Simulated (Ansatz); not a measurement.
# AlRh: elastic constants

How stiff is the crystal, and how unevenly? Runs: cell and atoms relaxed (PAW); reference run (PAW); cell relaxed at 20 GPa (PAW); at 20 GPa (PAW); strain amplitude 0.0002 (PAW).

Computed with Ansatz 0.2.0 (DFT PBEsol, frozen-core PAW, scalar-relativistic unless said, unless a step's input says otherwise).

1 further run of the same task is left out (it didn't finish).

## 1. The starting structure

Symmetry: Pm-3m, No. 221, cubic system. Conventional cell: a = 2.977 Å, b = 2.977 Å, c = 2.977 Å, α = 90.00°, β = 90.00°, γ = 90.00°. Al (site symmetry m-3m) is surrounded by 8 Rh at 2.58 Å. Around Rh (site symmetry m-3m) lie 8 Al at 2.58 Å.

As a file:

```
CELL_PARAMETERS angstrom
2.97732 0.00000 0.00000
0.00000 2.97732 0.00000
0.00000 0.00000 2.97732
ATOMIC_POSITIONS crystal
Al 0.00000 0.00000 0.00000
Rh 0.50000 0.50000 0.50000
```

Cartesian axes are those of the input's lattice vectors. The structure goes back to a database entry.

## 2. Cell and atoms relaxed, PAW

The input, input.yaml:

```yaml
crystal:
  lattice:
    - [2.97732247, 0.0, 0.0]
    - [0.0, 2.97732247, 0.0]
    - [0.0, 0.0, 2.97732247]
  atoms:
    - { symbol: Al, position: [0.0, 0.0, 0.0] }
    - { symbol: Rh, position: [0.5, 0.5, 0.5] }
kpoints:
  mp_grid: { grid: [14, 14, 14] }
scf:
  occupations: { method: fermi_dirac, width: 0.1 }
hamiltonian:
  xc: pbesol
  pseudopotentials: { kind: paw }
relax:
  f_tol: 0.002
  max_steps: 80
  cell: {}
output:
  forces: true
  stress: true
```

On the command line:

```
$ ansatz run input.yaml --threads 1 --pin off --max-ram 2048MiB --backend cpu --events-out ev --progress --plain --runs-dir out
```

The log of the run, cut to the lines that bear on the results:

```text
[...]
Pseudopotentials: kind: paw
Pseudopotential: Al, paw, valence charge 3, recommended cutoff 420 eV (normal), Al.paw.azcp
Pseudopotential: Rh, paw, valence charge 17, recommended cutoff 420 eV (normal), Rh.paw.azcp
Functional definition: PBEsol
[...]
Crystal: 2 atoms, lattice volume = 26.392 Å³
Basis set: ecut = 420 eV, 485 PW (Γ), exchange–correlation on 40×40×40 points (8 copies of the dense FFT grid, shifted against one another)
Bands: 14, of which v1, the nominal top of the filled ones, is band 10 counted from 1 (9 counted from 0)
Symmetry: 48 space group operations
Space group: Pm-3m (ITA 221), of the structure as read, at distance tolerance 3.0e-5 Å
k-points: 120 of 2744
[...]
SCF iter   1: F=—  HF=-6865.482464 eV  |F-HF|=—  |Δ(HF+E_count)|=         —  Δρ=8.27e-3  dr2=1.88e-2  ethr=1.77e-3  ⟨swp⟩=4.8  Hψ=8202  notcnv=0
[...]
relax step   1: F+E_penalty+E_count = -6865.47890323 eV  Δ(F+E_penalty+E_count) = +0.000e0 eV  max|allowed force component| = 2.030e-29 eV/Å  Δτ_max = 0.0000 Å  P = -1.052 GPa  Ω = 26.392 Å³  (6 SCF iters, dr2 threshold 1.00e-7 eV, accepted)
[...]
relax step   3: F+E_penalty+E_count = -6865.47940130 eV  Δ(F+E_penalty+E_count) = -1.698e-6 eV  max|allowed force component| = 7.371e-30 eV/Å  Δτ_max = 0.0000 Å  P = -0.002 GPa  Ω = 26.260 Å³  energy of the carried Pulay correction = +6.164e-5 eV  (6 SCF iters, dr2 threshold 7.78e-8 eV, accepted)
[...]
relax step   4: F+E_penalty+E_count = -6865.47934555 eV  Δ(F+E_penalty+E_count) = +5.575e-5 eV  max|allowed force component| = 6.409e-30 eV/Å  Δτ_max = 0.0000 Å  P = -0.003 GPa  Ω = 26.260 Å³  stress off target by 2.53e-3 GPa  SCF on the basis re-selected at this cell (its energy is not [...]
SCF converged after 8 iterations
Free energy (F): -6865.479346 eV
[...]
E sigma→0 (E₀):  -6865.470353 eV
Entropy (-TS):   -0.017984 eV (-8.992 meV/atom)
Fermi energy:    17.078387 eV
[...]
--- Forces (eV/Å), atoms counted from 1 ---
  atom   1  Al    -0.00000000    -0.00000000     0.00000000
  atom   2  Rh     0.00000000     0.00000000    -0.00000000
[...]
--- Stress (GPa, compression-positive) ---
       -0.002530       0.000000       0.000000
        0.000000      -0.002530      -0.000000
        0.000000      -0.000000      -0.002530
  P = ⅓ Tr σ = -0.0025 GPa (-0.025 kbar)
--- Relaxed structure (3 steps of the walk, 3 accepted, 1 SCFs on fresh bases) ---
  F+E_penalty+E_count = -6865.47934555 eV   max|allowed force component| = 6.409e-30 eV/Å   (the final SCF, on the basis selected at the relaxed cell)
  cell:  # Å, volume = 26.2602 Å³
    - [2.972346526938297, 1.4444474582904269e-34, -1.2839532962581572e-34]
    - [1.4444474582904269e-34, 2.972346526938297, 0.0]
    - [-1.2839532962581572e-34, 0.0, 2.972346526938297]
  atoms:
    - { symbol: Al, position: [-5.390553547706128e-36, 2.526821975447509e-37, -1.010728790188809e-36] }
    - { symbol: Rh, position: [0.5, 0.5, 0.5] }
```

Run time: 8.1 s. Hardware: 1 thread of Intel Xeon Platinum 8488C (Sapphire Rapids), shared host; peak memory 0.39 GiB.

Relaxation path:

```
step  energy from step 1 (eV/cell)  largest force component (eV/Å)  pressure (GPa)  volume (Å³)
   1                        0.0000                          0.0000           -1.05        26.39
   2                       -0.0005                          0.0000            0.18        26.24
   3                       -0.0005                          0.0000            0.00        26.26
   4                       -0.0004                          0.0000            0.00        26.26
```

Step 1 is the start. Step 4 repeats the geometry before on a plane-wave basis chosen anew for that cell, so the energy can jump there without any move; the table keeps such jumps.

| input's cell | before | after | change |
| --- | --- | --- | --- |
| a (Å) | 2.977 | 2.972 | -0.2 % |
| b (Å) | 2.977 | 2.972 | -0.2 % |
| c (Å) | 2.977 | 2.972 | -0.2 % |
| volume (Å³/atom) | 13.20 | 13.13 | -0.5 % |

## 3. Reference run, PAW

The input, input.yaml:

```yaml
crystal:
  lattice:
    - [2.97234652694, 0.0, 0.0]
    - [0.0, 2.97234652694, 0.0]
    - [0.0, 0.0, 2.97234652694]
  atoms:
    - { symbol: Al, position: [0.0, 0.0, 0.0] }
    - { symbol: Rh, position: [0.5, 0.5, 0.5] }
kpoints:
  mp_grid: { grid: [14, 14, 14] }
scf:
  occupations: { method: fermi_dirac, width: 0.1 }
hamiltonian:
  xc: pbesol
  pseudopotentials: { kind: paw }
elastic:
  mode: relaxed_ion
  stencil: two_point
  amplitude: 0.005
```

On the command line:

```
$ ansatz run input.yaml --threads 1 --pin off --max-ram 2048MiB --backend cpu --events-out ev --progress --plain --runs-dir out
```

The log of the run:

```text
Engine: ansatz 0.2.0
[... 4 set-up lines as earlier in the session ...]
  exchange = pbesol_x
  correlation = pbesol_c
Crystal: 2 atoms, lattice volume = 26.260 Å³
Basis set: ecut = 420 eV, 485 PW (Γ), exchange–correlation on 40×40×40 points (8 copies of the dense FFT grid, shifted against one another)
Bands: 14, of which v1, the nominal top of the filled ones, is band 10 counted from 1 (9 counted from 0)
[... 2 set-up lines as earlier in the session ...]
k-points: 120 of 2744
Non-local potential: Al, projectors of the file, l = 0: 2, l = 1: 2, l = 2: 1
Non-local potential: Rh, projectors of the file, l = 0: 3, l = 1: 2, l = 2: 2, l = 3: 1
PAW form: soft (Blöchl's): semilocal exchange-correlation on the pseudo side does not see the compensation charge
PAW frozen core: Al, regenerated for the run's functional, and the local potential with it (the file was generated under x = pbe(κ = 0.804, μ = 0.2195149727645171), c = pbe(β = 0.06672455060314922))
PAW frozen core: Rh, regenerated for the run's functional, and the local potential with it (the file was generated under x = pbe(κ = 0.804, μ = 0.2195149727645171), c = pbe(β = 0.06672455060314922))
PAW one-centre angular grid: Al, 110 points (default); XC on 64 Gauss nodes
PAW one-centre angular grid: Rh, 590 points (default); XC on 64 Gauss nodes
Initial density: superposition of atomic densities (neutral atoms: chi_scale 0, normalization atom), corrected by the library's trained network
Initial wavefunctions: pseudopotential atomic-orbital guess
Functional: x = pbesol(κ = 0.804, μ = 0.12345679012345678), c = pbesol(β = 0.046)
SCF iter   1: F=—  HF=-6865.482928 eV  |F-HF|=—  |Δ(HF+E_count)|=         —  Δρ=8.31e-3  dr2=1.89e-2  ethr=1.77e-3  ⟨swp⟩=4.8  Hψ=8223  notcnv=0
preconditioner: auto → none  [metal: Δε(μ)=0.134 eV  Ē_g=9.355 eV  σ=0.100 eV  W_gap=0.30  n_scr=6 (ndim 8)  ℏωp=25.1 eV  f_vac=0.000  D(μ)=0.48/eV (n_scr^D=0)  sad-step TF]
SCF iter   2: F=—  HF=-6865.480576 eV  |F-HF|=—  |Δ(HF+E_count)|=   2.35e-3  Δρ=4.34e-3  dr2=5.60e-3  ethr=9.44e-5  ⟨swp⟩=1.0  Hψ=2640  notcnv=0
SCF iter   3: F=—  HF=-6865.479458 eV  |F-HF|=—  |Δ(HF+E_count)|=   1.12e-3  Δρ=3.23e-4  dr2=1.65e-5  ethr=2.80e-5  ⟨swp⟩=2.3  Hψ=2172  notcnv=0
SCF iter   4: F=—  HF=-6865.479346 eV  |F-HF|=—  |Δ(HF+E_count)|=   1.12e-4  Δρ=4.94e-5  dr2=3.52e-7  ethr=8.24e-8  ⟨swp⟩=2.5  Hψ=2715  notcnv=0
SCF iter   5: F=—  HF=-6865.479346 eV  |F-HF|=—  |Δ(HF+E_count)|=   3.31e-7  Δρ=4.36e-6  dr2=1.06e-9  ethr=1.76e-9  ⟨swp⟩=2.8  Hψ=2932  notcnv=0
SCF iter   6: F=—  HF=-6865.479346 eV  |F-HF|=—  |Δ(HF+E_count)|=  2.26e-10  Δρ=2.12e-7  dr2=4.15e-12  ethr=5.29e-12  ⟨swp⟩=2.8  Hψ=2914  notcnv=0
SCF iter   7: F=-6865.479346 eV  HF=-6865.479346 eV  |F-HF|=1.82e-12  |Δ(HF+E_count)|=  1.82e-12  Δρ=1.65e-8  dr2=2.79e-14  ethr=1.00e-12  ⟨swp⟩=4.5  Hψ=5970  notcnv=0
SCF 1 converged in 7 iterations: F = -6865.479346 eV  dr2 = 2.79e-14
Crystal: 2 atoms, lattice volume = 26.129 Å³
Symmetry: 16 space group operations
k-points: 288 of 2744
Initial density: handed on by an earlier stage of this run
Initial wavefunctions: those handed on with the density
iter 1 solved again at ethr=1.35e-6 eV; its pass at ethr=3.10e-3 eV (dr2=2.69e-4 eV) is discarded
SCF iter   1: F=—  HF=-6865.478817 eV  |F-HF|=—  |Δ(HF+E_count)|=         —  Δρ=9.94e-4  dr2=2.33e-4  ethr=1.35e-6  ⟨swp⟩=2.1  Hψ=24680  notcnv=0
preconditioner: auto → none  [metal: Δε(μ)=0.033 eV  Ē_g=9.415 eV  σ=0.100 eV  W_gap=0.08  n_scr=6 (ndim 8)  ℏωp=25.2 eV  f_vac=0.000  D(μ)=0.50/eV (n_scr^D=0)]
SCF iter   2: F=—  HF=-6865.478772 eV  |F-HF|=—  |Δ(HF+E_count)|=   4.50e-5  Δρ=3.59e-4  dr2=1.86e-5  ethr=1.17e-6  ⟨swp⟩=2.0  Hψ=5293  notcnv=0
SCF iter   3: F=—  HF=-6865.478658 eV  |F-HF|=—  |Δ(HF+E_count)|=   1.14e-4  Δρ=8.50e-5  dr2=1.10e-6  ethr=9.28e-8  ⟨swp⟩=1.6  Hψ=5119  notcnv=0
SCF iter   4: F=—  HF=-6865.478655 eV  |F-HF|=—  |Δ(HF+E_count)|=   2.52e-6  Δρ=1.05e-5  dr2=6.22e-9  ethr=5.51e-9  ⟨swp⟩=2.2  Hψ=5509  notcnv=0
SCF iter   5: F=—  HF=-6865.478655 eV  |F-HF|=—  |Δ(HF+E_count)|=   1.43e-9  Δρ=1.42e-6  dr2=1.70e-10  ethr=3.11e-11  ⟨swp⟩=2.2  Hψ=6497  notcnv=0
SCF iter   6: F=—  HF=-6865.478655 eV  |F-HF|=—  |Δ(HF+E_count)|=  2.46e-11  Δρ=2.25e-7  dr2=4.32e-12  ethr=8.51e-13 (applied; sched 1.00e-12)  ⟨swp⟩=2.3  Hψ=7031  notcnv=0
SCF iter   7: F=-6865.478655 eV  HF=-6865.478655 eV  |F-HF|=9.09e-13  |Δ(HF+E_count)|=    0.00e0  Δρ=1.92e-8  dr2=2.97e-14  ethr=1.00e-12  ⟨swp⟩=3.0  Hψ=17044  notcnv=0
SCF 2 converged in 7 iterations: F = -6865.478655 eV  dr2 = 2.97e-14
Crystal: 2 atoms, lattice volume = 26.392 Å³
iter 1 solved again at ethr=2.87e-9 eV; its pass at ethr=3.10e-3 eV (dr2=5.75e-7 eV) is discarded
SCF iter   1: F=—  HF=-6865.478803 eV  |F-HF|=—  |Δ(HF+E_count)|=         —  Δρ=1.78e-4  dr2=5.65e-7  ethr=2.87e-9  ⟨swp⟩=2.0  Hψ=23368  notcnv=0
preconditioner: auto → none  [metal: Δε(μ)=0.013 eV  Ē_g=9.332 eV  σ=0.100 eV  W_gap=0.03  n_scr=6 (ndim 8)  ℏωp=25.0 eV  f_vac=0.000  D(μ)=0.52/eV (n_scr^D=0)]
SCF iter   2: F=—  HF=-6865.478685 eV  |F-HF|=—  |Δ(HF+E_count)|=   1.18e-4  Δρ=8.45e-5  dr2=6.61e-8  ethr=2.82e-9  ⟨swp⟩=2.6  Hψ=6373  notcnv=0
SCF iter   3: F=—  HF=-6865.478685 eV  |F-HF|=—  |Δ(HF+E_count)|=   1.95e-7  Δρ=1.86e-5  dr2=2.13e-9  ethr=3.31e-10  ⟨swp⟩=1.0  Hψ=4045  notcnv=0
SCF iter   4: F=—  HF=-6865.478685 eV  |F-HF|=—  |Δ(HF+E_count)|=   9.74e-9  Δρ=1.48e-6  dr2=2.63e-11  ethr=1.06e-11  ⟨swp⟩=1.1  Hψ=4144  notcnv=0
SCF iter   5: F=—  HF=-6865.478685 eV  |F-HF|=—  |Δ(HF+E_count)|=  5.91e-11  Δρ=1.55e-7  dr2=3.96e-12  ethr=1.32e-13 (applied; sched 1.00e-12)  ⟨swp⟩=2.7  Hψ=7287  notcnv=0
SCF iter   6: F=-6865.478685 eV  HF=-6865.478685 eV  |F-HF|=0.00e0  |Δ(HF+E_count)|=  2.73e-12  Δρ=2.60e-8  dr2=9.99e-14  ethr=1.00e-12  ⟨swp⟩=3.0  Hψ=15653  notcnv=0
SCF 3 converged in 6 iterations: F = -6865.478685 eV  dr2 = 9.99e-14
Symmetry: 8 space group operations
k-points: 456 of 2744
iter 1 solved again at ethr=1.44e-7 eV; its pass at ethr=3.10e-3 eV (dr2=2.88e-5 eV) is discarded
SCF iter   1: F=—  HF=-6865.479214 eV  |F-HF|=—  |Δ(HF+E_count)|=         —  Δρ=4.08e-4  dr2=1.50e-5  ethr=1.44e-7  ⟨swp⟩=2.7  Hψ=39900  notcnv=0
preconditioner: auto → none  [metal: Δε(μ)=0.121 eV  Ē_g=9.377 eV  σ=0.100 eV  W_gap=0.27  n_scr=6 (ndim 8)  ℏωp=25.1 eV  f_vac=0.000  D(μ)=0.51/eV (n_scr^D=0)]
SCF iter   2: F=—  HF=-6865.479098 eV  |F-HF|=—  |Δ(HF+E_count)|=   1.16e-4  Δρ=1.80e-4  dr2=2.75e-6  ethr=7.51e-8  ⟨swp⟩=1.0  Hψ=6384  notcnv=0
SCF iter   3: F=—  HF=-6865.479095 eV  |F-HF|=—  |Δ(HF+E_count)|=   3.00e-6  Δρ=1.27e-5  dr2=7.97e-9  ethr=1.37e-8  ⟨swp⟩=1.3  Hψ=7650  notcnv=0
SCF iter   4: F=—  HF=-6865.479097 eV  |F-HF|=—  |Δ(HF+E_count)|=   1.26e-6  Δρ=2.52e-6  dr2=1.24e-9  ethr=3.99e-11  ⟨swp⟩=2.2  Hψ=10654  notcnv=0
SCF iter   5: F=—  HF=-6865.479097 eV  |F-HF|=—  |Δ(HF+E_count)|=  2.90e-10  Δρ=2.46e-7  dr2=3.61e-12  ethr=6.20e-12  ⟨swp⟩=2.5  Hψ=10091  notcnv=0
SCF iter   6: F=—  HF=-6865.479097 eV  |F-HF|=—  |Δ(HF+E_count)|=  1.82e-12  Δρ=5.44e-8  dr2=2.26e-13  ethr=1.00e-12  ⟨swp⟩=4.9  Hψ=23351  notcnv=0
SCF iter   7: F=-6865.479097 eV  HF=-6865.479097 eV  |F-HF|=2.73e-12  |Δ(HF+E_count)|=  3.64e-12  Δρ=1.07e-8  dr2=9.06e-15  ethr=1.00e-12  ⟨swp⟩=4.0  Hψ=19342  notcnv=0
SCF 4 converged in 7 iterations: F = -6865.479097 eV  dr2 = 9.06e-15
iter 1 solved again at ethr=3.37e-10 eV; its pass at ethr=3.10e-3 eV (dr2=6.74e-8 eV) is discarded
SCF iter   1: F=—  HF=-6865.479210 eV  |F-HF|=—  |Δ(HF+E_count)|=         —  Δρ=1.04e-4  dr2=6.64e-8  ethr=3.37e-10  ⟨swp⟩=2.3  Hψ=38000  notcnv=0
preconditioner: auto → none  [metal: Δε(μ)=0.120 eV  Ē_g=9.377 eV  σ=0.100 eV  W_gap=0.27  n_scr=6 (ndim 8)  ℏωp=25.1 eV  f_vac=0.000  D(μ)=0.51/eV (n_scr^D=0)]
SCF iter   2: F=—  HF=-6865.479097 eV  |F-HF|=—  |Δ(HF+E_count)|=   1.14e-4  Δρ=5.21e-5  dr2=1.84e-8  ethr=3.32e-10  ⟨swp⟩=2.0  Hψ=8806  notcnv=0
SCF iter   3: F=—  HF=-6865.479097 eV  |F-HF|=—  |Δ(HF+E_count)|=   9.70e-8  Δρ=2.72e-6  dr2=1.40e-9  ethr=9.21e-11  ⟨swp⟩=1.0  Hψ=6424  notcnv=0
SCF iter   4: F=—  HF=-6865.479097 eV  |F-HF|=—  |Δ(HF+E_count)|=  3.20e-10  Δρ=8.40e-7  dr2=1.12e-10  ethr=6.99e-12  ⟨swp⟩=1.9  Hψ=7706  notcnv=0
SCF iter   5: F=—  HF=-6865.479097 eV  |F-HF|=—  |Δ(HF+E_count)|=  2.91e-11  Δρ=3.18e-7  dr2=2.96e-11  ethr=5.61e-13 (applied; sched 1.00e-12)  ⟨swp⟩=1.0  Hψ=6385  notcnv=0
SCF iter   6: F=—  HF=-6865.479097 eV  |F-HF|=—  |Δ(HF+E_count)|=  5.46e-12  Δρ=2.23e-8  dr2=1.28e-13  ethr=1.48e-13 (applied; sched 1.00e-12)  ⟨swp⟩=2.1  Hψ=8475  notcnv=0
SCF iter   7: F=-6865.479097 eV  HF=-6865.479097 eV  |F-HF|=1.82e-12  |Δ(HF+E_count)|=  1.82e-12  Δρ=5.72e-9  dr2=9.47e-15  ethr=1.00e-12  ⟨swp⟩=3.4  Hψ=18054  notcnv=0
SCF 5 converged in 7 iterations: F = -6865.479097 eV  dr2 = 9.47e-15
SCF converged after 7 iterations
Free energy (F): -6865.479346 eV
Harris-Foulkes:  -6865.479346 eV  (|F-HF|=1.82e-12)
Internal energy: -6865.461361 eV  (E = F + TS)
E sigma→0 (E₀):  -6865.470353 eV
Entropy (-TS):   -0.017984 eV (-8.992 meV/atom)
Fermi energy:    17.078387 eV
--- Per-component energies (eV) ---
  E_band       = -145.183215
  E_kinetic    = 603.247403
  E_local      = -2167.088433  (includes V_loc(G=0)·N_el)
  E_nonlocal   = 366.938322
  E_hartree    = 819.652965
  E_xc         = -262.655796
  E_vxc        = -310.602366  (∫ρ·V_xc dr)
  E_paw        = -3979.652645  (= ΣΔE_a)
  E_vpaw       = -276.984910  (= ΣTr[D̂ρ^β])
  E_aug_tail   = 0.000846  (compensation charges beyond the density's cutoff)
  E_ewald      = -2246.199362
  E_core_change = 0.295339  (= ΣΔE_core)
  E_smearing   = -0.017984  (= −TS)
  E_closure    = 0.000000  (closes the sum)
  Σ components = -6865.479346   (vs F -6865.479346, Δ=0.00e0)
--- Forces (eV/Å), atoms counted from 1 ---
  atom   1  Al    -0.00000000     0.00000000     0.00000000
  atom   2  Rh     0.00000000    -0.00000000    -0.00000000
  max |Σ_I F_I| component: 1.86e-29 eV/Å
--- Stress (GPa, compression-positive) ---
       -0.002530       0.000000       0.000000
        0.000000      -0.002530       0.000000
       -0.000000       0.000000      -0.002530
  P = ⅓ Tr σ = -0.0025 GPa (-0.025 kbar)
--- Band table (eV; the first three rows and the last of 120) ---
  k-point 0: bands = ["-61.6931", "-29.5851", "-29.5851", "-29.5851", "6.1971", "12.0654", "12.0654", "15.3789", "15.3789", "15.3789", "22.1459", "22.1459", "22.1459", "26.6614"]
  k-point 1: bands = ["-61.6926", "-29.5928", "-29.5845", "-29.5845", "6.2944", "12.0963", "12.1000", "15.2798", "15.2798", "15.3892", "21.5886", "22.3234", "22.3234", "26.4901"]
  k-point 2: bands = ["-61.6911", "-29.6141", "-29.5828", "-29.5828", "6.5824", "12.1805", "12.1845", "15.0215", "15.0215", "15.4180", "20.4317", "22.8176", "22.8176", "26.0305"]
  k-point 119: bands = ["-61.6617", "-29.7039", "-29.7039", "-29.7039", "11.1544", "11.1544", "11.1544", "16.6314", "16.6314", "18.9009", "19.9120", "19.9120", "19.9120", "23.8696"]
--- Elastic constants: 2 strain directions × 2 members + reference (group order 48) ---
  dense FFT box of the reference and of every strained cell: 20×20×20
  strains applied: 11, 23; error gains: componentwise 1.00 (the most a stress slope's error grows in a printed constant), spectral 1.73 (1 for all six strains in a standard setting)
  C = ∂σ_k/∂η_j (tension-positive GPa; Voigt order 11 22 33 23 13 12):
       327.074    153.811    153.811     -0.000     -0.000     -0.000
       153.811    327.074    153.811     -0.000     -0.000     -0.000
       153.811    153.811    327.074     -0.000     -0.000     -0.000
        -0.000     -0.000     -0.000    119.472      0.000      0.000
         0.000      0.000     -0.000      0.000    119.472     -0.000
        -0.000     -0.000     -0.000      0.000      0.000    119.472
  reference stress σ⁰ (GPa):      0.003      0.003      0.003     -0.000      0.000     -0.000
  C* (energy form; C + prestress term) asymmetry max|C*_kj − C*_jk| = 2.842e-14 GPa — a small one proves nothing (zero by symmetry where the batch's group is 432, −43m or m−3m); a large one is finite-difference/SCF noise where every solve meets its electron count
  moduli (Voigt/Reuss/Hill, GPa): K = 211.57/211.57/211.57   G = 106.34/103.74/105.04   E = 270.37   ν = 0.287
  mechanically stable: yes (min eigenvalue of sym C = 119.47 GPa)
  strain η (Voigt 11):  stress-route row diagonal C_11 = 327.07 GPa, energy-path curvature d²(F+E_count+ΔE)/dδ²/Ω₀ = 327.11 GPa
         δ    σ_11 (GPa)             F (eV)   n_scf  n_hpsi   n_pw
    -5.000e-3      -1.6897       -6865.4786551       7   75249    536   relax 0 steps, max|allowed force component| 4.93e-32 eV/Å
     5.000e-3       1.5810       -6865.4786845       6   64970    536   relax 0 steps, max|allowed force component| 4.93e-32 eV/Å
  strain η (Voigt 23):  stress-route row diagonal C_44 = 119.47 GPa, energy-path curvature d²(F+E_count+ΔE)/dδ²/Ω₀ = 119.48 GPa
         δ    σ_23 (GPa)             F (eV)   n_scf  n_hpsi   n_pw
    -5.000e-3      -0.5974       -6865.4790966       7  123872    536   relax 0 steps, max|allowed force component| 1.25e-29 eV/Å
     5.000e-3       0.5974       -6865.4790966       7  100332    536   relax 0 steps, max|allowed force component| 1.27e-29 eV/Å
```

It took 25 s on 1 thread of Intel Xeon Platinum 8488C (Sapphire Rapids), shared host; peak memory 0.48 GiB.

C in GPa (Voigt order xx, yy, zz, yz, xz, xy):

```
327.1 153.8 153.8   0.0   0.0   0.0
153.8 327.1 153.8   0.0   0.0   0.0
153.8 153.8 327.1   0.0   0.0   0.0
  0.0   0.0   0.0 119.5   0.0   0.0
  0.0   0.0   0.0   0.0 119.5   0.0
  0.0   0.0   0.0   0.0   0.0 119.5
```

## 4. Cell relaxed at 20 GPa, PAW

input.yaml: that of step 3 with these lines changed.

```diff
@@ -15,5 +15,12 @@
   pseudopotentials: { kind: paw }
-elastic:
-  mode: relaxed_ion
-  stencil: two_point
-  amplitude: 0.005
+relax:
+  f_tol: 0.002
+  max_steps: 80
+  cell: { p_target: 20 }
+output:
+  forces: true
+  stress: true
+  write_density: true
+  write_potential: true
+  elf: true
+  volumetric_format: npy
```

On the command line:

```
$ ansatz run input.yaml --threads 1 --pin off --max-ram 2048MiB --backend cpu --events-out ev --progress --plain --runs-dir out
```

The log of the run, cut to the lines that bear on the results:

```text
[...]
[... 4 set-up lines as earlier in the session ...]
[...]
Crystal: 2 atoms, lattice volume = 26.260 Å³
Basis set: ecut = 420 eV, 485 PW (Γ), exchange–correlation on 40×40×40 points (8 copies of the dense FFT grid, shifted against one another)
Bands: 14, of which v1, the nominal top of the filled ones, is band 10 counted from 1 (9 counted from 0)
[... 2 set-up lines as earlier in the session ...]
k-points: 120 of 2744
[...]
SCF iter   1: F=—  HF=-6865.482928 eV  |F-HF|=—  |Δ(HF+E_count)|=         —  Δρ=8.31e-3  dr2=1.89e-2  ethr=1.77e-3  ⟨swp⟩=4.8  Hψ=8223  notcnv=0
[...]
relax step   1: F+E_penalty+E_count = -6865.47934555 eV  Δ(F+E_penalty+E_count) = +0.000e0 eV  max|allowed force component| = 8.447e-30 eV/Å  Δτ_max = 0.0000 Å  P = -0.003 GPa  Ω = 26.260 Å³  (6 SCF iters, accepted)
[...]
relax step   3: F+E_penalty+E_count = -6865.37650042 eV  Δ(F+E_penalty+E_count) = -1.300e-1 eV  max|allowed force component| = 3.073e-30 eV/Å  Δτ_max = 0.0000 Å  P = +18.788 GPa  Ω = 24.364 Å³  energy of the carried Pulay correction = +9.244e-4 eV  (6 SCF iters, dr2 threshold 2.00e-7 eV, accepted)
[...]
relax step   4: F+E_penalty+E_count = -6865.36509112 eV  Δ(F+E_penalty+E_count) = +1.141e-2 eV  max|allowed force component| = 9.516e-30 eV/Å  Δτ_max = 0.0000 Å  P = +19.940 GPa  Ω = 24.269 Å³  energy of the carried Pulay correction = +9.725e-4 eV  (6 SCF iters, dr2 threshold 2.00e-7 eV, accepted)
[...]
```

[end of part 1 of 2]
